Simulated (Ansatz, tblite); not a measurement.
# The cluster Sr4O4: a ladder of methods and basis sets

One table from this session's results is given with a row withheld; the runs are named, their logs left out.

Method: as each input shows; program: Ansatz 0.2.0, Gaussian basis.

The runs, in order: GFN1-xTB, GFN2-xTB, PBE-D4/def2-TZVP, r2SCAN-D4/def2-TZVP, ωB97M-V/def2-TZVP, r2SCAN0-D4/def2-TZVP, LC-ωPBE/def2-TZVP, PBE-D4/def2-SVP, PBE0-D4/def2-SVP, PBE0-D4/def2-TZVPD, PBE-D4/def2-TZVPD, ωB97M-V/def2-TZVPD, CCSD(T)/def2-SVP, MP2/def2-TZVP, RPA/def2-TZVP.

4 further runs of the same task are left out: 1 that didn't finish, 3 set aside as unsound or not needed. Runs told in other sessions of the task aren't counted.

## The structure

The singlet was relaxed beforehand with PBE-D4/def2-SVP. At that level it is the lowest of the isomers that a small search found.

8 atoms, charge 0, spin multiplicity 1.

Bond lengths: Sr1–O5 2.192 Å, Sr1–O7 2.200 Å, Sr2–O6 2.193 Å, Sr2–O7 2.408 Å, Sr2–O8 2.405 Å, Sr3–O5 2.192 Å, Sr3–O8 2.200 Å, Sr4–O6 2.192 Å, Sr4–O7 2.407 Å, Sr4–O8 2.409 Å. Angles: O5–Sr1–O7 105.6°, O6–Sr2–O7 84.6°, O6–Sr2–O8 84.7°, O7–Sr2–O8 77.7°, O5–Sr3–O8 105.6°, O6–Sr4–O7 84.7°, O6–Sr4–O8 84.6°, O7–Sr4–O8 77.6°, Sr1–O5–Sr3 125.7°, Sr2–O6–Sr4 86.8°, Sr1–O7–Sr2 125.7°, Sr1–O7–Sr4 125.2°, Sr2–O7–Sr4 77.5°, Sr2–O8–Sr3 125.6°, Sr2–O8–Sr4 77.5°, Sr3–O8–Sr4 125.3°.

Sr takes a core potential in the def2 sets. No spin-orbit coupling is included.

PBE0-D4/def2-TZVP was run before; its log isn't repeated, and its numbers join the tables.

Set-up of the first run:

Tight binding, by tblite at 300 K electronic temperature and without a spin-polarisation term:

```python
tblite.interface.Calculator('GFN1-xTB', numbers, positions, charge=0, uhf=0).singlepoint()
```

Tight binding, by tblite at 300 K electronic temperature and without a spin-polarisation term:

```python
tblite.interface.Calculator('GFN2-xTB', numbers, positions, charge=0, uhf=0).singlepoint()
```

start.molden holds the orbitals of an earlier run on this state, given as this run's starting guess.

in.yaml

```yaml
crystal:
  periodic: [false, false, false]
  atoms:
    - {symbol: Sr, position_ang: [1.330214, 0.485342, -2.798229]}
    - {symbol: Sr, position_ang: [-1.368284, -1.389669, -0.345115]}
    - {symbol: Sr, position_ang: [-0.187387, 2.497300, 0.180093]}
    - {symbol: Sr, position_ang: [1.361360, -1.220575, 0.920828]}
    - {symbol: O, position_ang: [0.757527, 2.347337, -1.792604]}
    - {symbol: O, position_ang: [-0.279484, -2.666866, 1.066963]}
    - {symbol: O, position_ang: [0.774550, -1.129703, -1.411369]}
    - {symbol: O, position_ang: [-0.395497, 0.427035, 0.894833]}
basis:
  gaussian: {orbitals: def2-TZVP, initial_orbitals: start.molden}
hamiltonian: {xc: pbe, dispersion: d4}
scf: {omitted_lower_state_checks: [starts]}
output: {forces: true, orbitals: {seedname: orbitals}}
```

Launch:

```console
> ansatz run in.yaml --threads 4 --pin off --events-out ev --progress --plain --max-ram 4787MiB
```

Among the steps run: PBE-D4/def2-TZVP; r2SCAN-D4/def2-TZVP; ωB97M-V/def2-TZVP; r2SCAN0-D4/def2-TZVP; LC-ωPBE/def2-TZVP; PBE-D4/def2-SVP; PBE0-D4/def2-SVP; PBE0-D4/def2-TZVPD; PBE-D4/def2-TZVPD; ωB97M-V/def2-TZVPD; CCSD(T)/def2-SVP; MP2/def2-TZVP; RPA/def2-TZVP.

One table of the session follows, with a row left open; its other results are not shown here.

It belongs to the step «Levels side by side». 

| level | HOMO (eV) | LUMO (eV) | gap (eV) |
| --- | --- | --- | --- |
| PBE-D4/def2-SVP | -2.72 | -1.85 | 0.87 |
| PBE-D4/def2-TZVP | -2.70 | -1.82 | 0.88 |
| PBE-D4/def2-TZVPD | -2.70 | -1.81 | 0.89 |
| r2SCAN-D4/def2-TZVP | ? | ? | ? |
| PBE0-D4/def2-SVP | -3.62 | -1.27 | 2.34 |
| PBE0-D4/def2-TZVP | -3.60 | -1.25 | 2.36 |
| PBE0-D4/def2-TZVPD | -3.60 | -1.23 | 2.37 |
| r2SCAN0-D4/def2-TZVP | -3.63 | -0.99 | 2.64 |
| LC-ωPBE/def2-TZVP | -5.90 | 0.03 | 5.94 |
| ωB97M-V/def2-TZVP | -5.73 | -0.56 | 5.17 |
| ωB97M-V/def2-TZVPD | -5.73 | -0.54 | 5.19 |

Estimate the missing values for r2SCAN-D4/def2-TZVP.

As computed: HOMO (eV): -2.62; LUMO (eV): -1.38; gap (eV): 1.24. In the column «HOMO (eV)» it is the highest.

Caveats from the session: † marks a level with a doubtful state (flagged, unstable or spin-contaminated).
